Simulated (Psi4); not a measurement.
# CuF (SMILES [F][Cu]): MP2/def2-TZVPP

Aim: the energy change on altering one bond length of CuF at MP2/def2-TZVPP, from 2 runs. 

The calculation is run with Psi4 1.11.

1 further run of the same task is left out (set aside as unsound or not needed).

## 1. The system as given

CuF has 2 atoms, charge 0, and is taken as a singlet. As SMILES, `[F][Cu]`. The coordinates come from a PBE0-D4/def2-TZVP relaxation.

Bond lengths: F1–Cu2 1.765 Å.

## 2. The energy at MP2/def2-TZVPP

Contents of cuf.dat:

```
memory 2200 MB

molecule system {
  F      0.751010    -0.268940     0.377080
  Cu    -0.751010     0.268940    -0.377080
  symmetry c1
}

set {
  basis def2-TZVPP
  puream true
  e_convergence 1e-09
  d_convergence 1e-08
  scf_type pk
  num_frozen_docc 6
  mp2_type conv
}

e, wfn = energy("mp2", return_wfn=True)
```

Launch:

```console
$ psi4 cuf.dat cuf.out -n 1
```

cuf.out:

```text
[...]
  Running in c1 symmetry.
[...]
  Nuclear repulsion =   78.265944935116750
[...]
  Multiplicity = 1
[...]
  Nalpha       = 19
  Nbeta        = 19
[...]
    Number of basis functions: 95
[...]
   @RHF iter   1: -1736.25892808333674   -1.63552e+00   3.90222e-02 ADIIS/DIIS
[...]
   @RHF iter  14: -1738.41757020202522   -6.82121e-12   7.15142e-09 DIIS
[...]
    Orbital Energies [Eh]
    ---------------------
    Doubly Occupied:
       1A   -328.824270     2A    -40.851270     3A    -35.651916
       4A    -35.651916     5A    -35.647669     6A    -26.129371
       7A     -5.044807     8A     -3.359433     9A     -3.358277
      10A     -3.358277    11A     -1.395731    12A     -0.569277
      13A     -0.552137    14A     -0.552137    15A     -0.524800
      16A     -0.524800    17A     -0.463372    18A     -0.463372
      19A     -0.437830
[...]
  @RHF Final Energy: -1738.41757020202522
   => Energetics <=
    Nuclear Repulsion Energy =             78.2659449351167495
    One-Electron Energy =               -2586.6457093097442339
    Two-Electron Energy =                 769.9621941726022669
    Total Energy =                      -1738.4175702020252174
[...]
 Multipole Moments:
 ------------------------------------------------------------------------------------
     Multipole            Electronic (a.u.)      Nuclear  (a.u.)        Total (a.u.)
 ------------------------------------------------------------------------------------
 L = 1.  Multiply by 2.5417464519 to convert [e a0] to [Debye]
 Dipole X            :          0.0000000           -0.0000000            0.0000000
 Dipole Y            :          0.0000000            0.0000000            0.0000000
 Dipole Z            :         -3.1355471            0.6273555           -2.5081916
 Magnitude           :                                                    2.5081916
[...]
	SCS-MP2 Total Energy (a.u.)        : -1739.43442300450442
	SOS-MP2 Total Energy (a.u.)        : -1739.31494943819689
	SCSN-MP2 Total Energy (a.u.)       : -1739.04839063212921
[...]
	SOS-PI-MP2 Total Energy (a.u.)     : -1739.46451264422558
[...]
	MP2 Total Energy (a.u.)            : -1739.52380693109103
[...]
```

Wall time 23 s (1 thread of Intel Xeon at 2.50GHz (Skylake/Cascade Lake), shared host); peak memory 0.54 GiB.

## 3. The distorted shape

Contents of cuf.inp:

```
memory 2200 mb

molecule system {
  0 1
  F      1.501988    -0.537869     0.754144
  Cu    -0.751010     0.268940    -0.377080
  symmetry c1
  no_reorient
  no_com
}

set puream true
set e_convergence 1e-09
set d_convergence 1e-08
set scf_type pk
set num_frozen_docc 6
set mp2_type conv

energy('mp2/def2-TZVPP')
print_variables()
```

Launch:

```console
$ psi4 -n 1 cuf.inp cuf.out
```

cuf.out:

```text
[...]
  Running in c1 symmetry.
[...]
  Nuclear repulsion =   52.178034387859107
[...]
  Multiplicity = 1
[...]
  Nalpha       = 19
  Nbeta        = 19
[...]
    Number of basis functions: 95
[...]
   @RHF iter   1: -1736.27382419527453   -2.18211e+00   3.85466e-02 ADIIS/DIIS
[...]
   @RHF iter  14: -1738.35123458312137   -1.00044e-11   4.87348e-09 DIIS
[...]
    Orbital Energies [Eh]
    ---------------------
    Doubly Occupied:
       1A   -328.896140     2A    -40.916558     3A    -35.717509
       4A    -35.717509     5A    -35.715819     6A    -26.043476
       7A     -5.110271     8A     -3.427112     9A     -3.427112
      10A     -3.424850    11A     -1.286655    12A     -0.593980
      13A     -0.593980    14A     -0.591430    15A     -0.591430
      16A     -0.590292    17A     -0.396081    18A     -0.396081
      19A     -0.384616
[...]
  @RHF Final Energy: -1738.35123458312137
   => Energetics <=
    Nuclear Repulsion Energy =             52.1780343878591069
    One-Electron Energy =               -2533.4167387535162561
    Two-Electron Energy =                 742.8874697825358453
    Total Energy =                      -1738.3512345831213679
[...]
 Multipole Moments:
 ------------------------------------------------------------------------------------
     Multipole            Electronic (a.u.)      Nuclear  (a.u.)        Total (a.u.)
 ------------------------------------------------------------------------------------
 L = 1.  Multiply by 2.5417464519 to convert [e a0] to [Debye]
 Dipole X            :         11.9819824          -15.6117796           -3.6297972
 Dipole Y            :         -4.2907923            5.5906395            1.2998472
 Dipole Z            :          6.0161183           -7.8386293           -1.8225110
 Magnitude           :                                                    4.2645723
[...]
	SCS-MP2 Total Energy (a.u.)        : -1739.35300799441484
	SOS-MP2 Total Energy (a.u.)        : -1739.23668418915759
	SCSN-MP2 Total Energy (a.u.)       : -1738.96542427487839
[...]
	SOS-PI-MP2 Total Energy (a.u.)     : -1739.38425912349703
[...]
	MP2 Total Energy (a.u.)            : -1739.43808067058944
[...]
```

Run time: 23 s. Hardware: 1 thread of Intel Xeon at 2.50GHz (Skylake/Cascade Lake), shared host; peak memory 0.54 GiB.

## 4. Results

At MP2/def2-TZVPP, 6 core orbitals frozen:

| quantity | value |
| --- | --- |
| first shape: total energy | -1739.52381 Eh |
| first shape: HOMO energy (Hartree–Fock orbitals) | -11.91 eV |
| first shape: LUMO energy (Hartree–Fock orbitals) | -0.05 eV |
| first shape: HOMO–LUMO gap (Hartree–Fock orbitals) | 11.87 eV |
| first shape: correlation energy (6 core orbitals frozen) | -1106.2 mEh |
| distorted shape: total energy | -1739.43808 Eh |
| distorted shape: HOMO energy (Hartree–Fock orbitals) | -10.47 eV |
| distorted shape: LUMO energy (Hartree–Fock orbitals) | -1.29 eV |
| distorted shape: HOMO–LUMO gap (Hartree–Fock orbitals) | 9.18 eV |
| distorted shape: correlation energy (6 core orbitals frozen) | -1086.8 mEh |
| energy change with the F1–Cu2 bond stretched from 1.765 to 2.647 Å | 2.333 eV |

With the F1–Cu2 bond stretched from 1.765 to 2.647 Å the energy rises by 2.33 eV (54 kcal/mol). The first shape isn't relaxed at this level, so the change isn't measured from a minimum. A restricted reference can't describe the breaking bond well at this length.
